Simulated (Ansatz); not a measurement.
# C₂H₈O₃SSi: a ladder of functionals and wavefunction methods

Aim: compute C₂H₈O₃SSi with functionals from several rungs and with coupled cluster, and see how far each lands from CCSD(T) at the basis-set limit for the atomisation energy.

Computed with Ansatz 0.2.0, Gaussian basis. Level: functionals in def2-TZVPP, the program's frozen cores in correlated methods.

Plan: PBE-D4, r2SCAN-D4, PBE0-D4, B3LYP-D4, ωB97X-V, ωB97M-V, B2PLYP; CCSD(T)/def2-TZVPP; MP2/def2-QZVPP; extrapolation to the limit.

## (1) Structure used throughout

All runs share one geometry, relaxed beforehand with PBE0-D4 in a triple-zeta def2 set.

SMILES `CCS[Si](O)(O)O`, 15 atoms, charge 0, spin multiplicity 1.

Atoms are counted from 1 here; the program's logs count them from 0.

Bond lengths: C1–C2 1.513 Å, C1–H8 1.092 Å, C1–H9 1.090 Å, C1–H10 1.094 Å, C2–S3 1.831 Å, C2–H11 1.091 Å, C2–H12 1.092 Å, S3–Si4 2.109 Å, Si4–O5 1.635 Å, Si4–O6 1.634 Å, Si4–O7 1.635 Å, O5–H13 0.959 Å, O6–H14 0.960 Å, O7–H15 0.959 Å. Angles: C2–C1–H8 110.9°, C2–C1–H9 110.7°, C2–C1–H10 110.1°, H8–C1–H9 108.4°, H8–C1–H10 108.2°, H9–C1–H10 108.5°, C1–C2–S3 113.1°, C1–C2–H11 111.6°, C1–C2–H12 111.3°, S3–C2–H11 108.6°, S3–C2–H12 104.7°, H11–C2–H12 107.1°, C2–S3–Si4 100.8°, S3–Si4–O5 106.6°, S3–Si4–O6 108.5°, S3–Si4–O7 115.3°, O5–Si4–O6 114.9°, O5–Si4–O7 106.9° and more.

## (2) PBE-D4 (GGA)

Input file in.yaml:

```yaml
crystal:
  periodic: [false, false, false]
  atoms:
    - {symbol: C, position_ang: [-0.142371, 1.119325, -1.962125]}
    - {symbol: C, position_ang: [0.595077, -0.115676, -1.493014]}
    - {symbol: S, position_ang: [1.481480, 0.133997, 0.089497]}
    - {symbol: Si, position_ang: [-0.011032, -0.423936, 1.471255]}
    - {symbol: O, position_ang: [0.560771, -0.044866, 2.955223]}
    - {symbol: O, position_ang: [-1.405164, 0.322491, 1.059551]}
    - {symbol: O, position_ang: [-0.380096, -2.016412, 1.496801]}
    - {symbol: H, position_ang: [0.541647, 1.962509, -2.075825]}
    - {symbol: H, position_ang: [-0.917254, 1.399657, -1.248215]}
    - {symbol: H, position_ang: [-0.614352, 0.929400, -2.930949]}
    - {symbol: H, position_ang: [-0.077217, -0.968123, -1.383869]}
    - {symbol: H, position_ang: [1.371623, -0.407182, -2.202661]}
    - {symbol: H, position_ang: [0.904651, 0.841421, 3.077876]}
    - {symbol: H, position_ang: [-2.210242, -0.119824, 1.337935]}
    - {symbol: H, position_ang: [0.302479, -2.612801, 1.808520]}
basis:
  gaussian: {orbitals: def2-TZVPP}
hamiltonian: {xc: pbe, dispersion: d4}
output: {forces: true, orbitals: {seedname: orbitals}}
```

On the command line:

```sh
ansatz run in.yaml --threads 2 --pin off --events-out ev --progress --plain --max-ram 22528MiB --backend cuda --devices 0, --max-vram 18GiB
```

After this run come: r2SCAN-D4 (meta-GGA); PBE0-D4 (hybrid); B3LYP-D4 (hybrid); ωB97X-V (range-separated); ωB97M-V (range-separated); B2PLYP (double hybrid); CCSD(T) in def2-TZVPP; MP2 in def2-QZVPP.

Q: Predict the results of all the runs planned. Wanted: atomisation energy, CCSD(T)/CBS; farthest; mean size of error, hybrid; mean size of error, range-separated; gap, smallest and largest; T1 diagnostic; triples share of the correlation energy.

**Answer**, as computed:

| quantity | value |
| --- | --- |
| atomisation energy, CCSD(T)/CBS | 5982.7 kJ/mol |
| functionals within 29.9 kJ/mol (0.5 %) | r2SCAN-D4, ωB97X-V, ωB97M-V |
| farthest | B2PLYP (-102.3 kJ/mol) |
| mean size of error, hybrid | 49.0 kJ/mol |
| mean size of error, range-separated | 6.8 kJ/mol |
| gap, smallest and largest | 5.31 eV (PBE-D4), 11.79 eV (ωB97X-V) |
| T1 diagnostic | 0.0111 |
| triples share of the correlation energy | 3.8 % |

**Reading.** PBE-D4 is off by +69.6 kJ/mol. Double hybrids carry the basis error of their MP2 part in triple zeta, and no dispersion term here, so their miss is partly the set-up's. Misses under about 29.9 kJ/mol are within the doubt on the reference itself, which lacks core-valence correlation, relativity and higher excitations. Hartree-Fock recovers 72 % of the binding; the rest is correlation. Orbital gaps span 5.3 to 11.8 eV; exact exchange widens them.
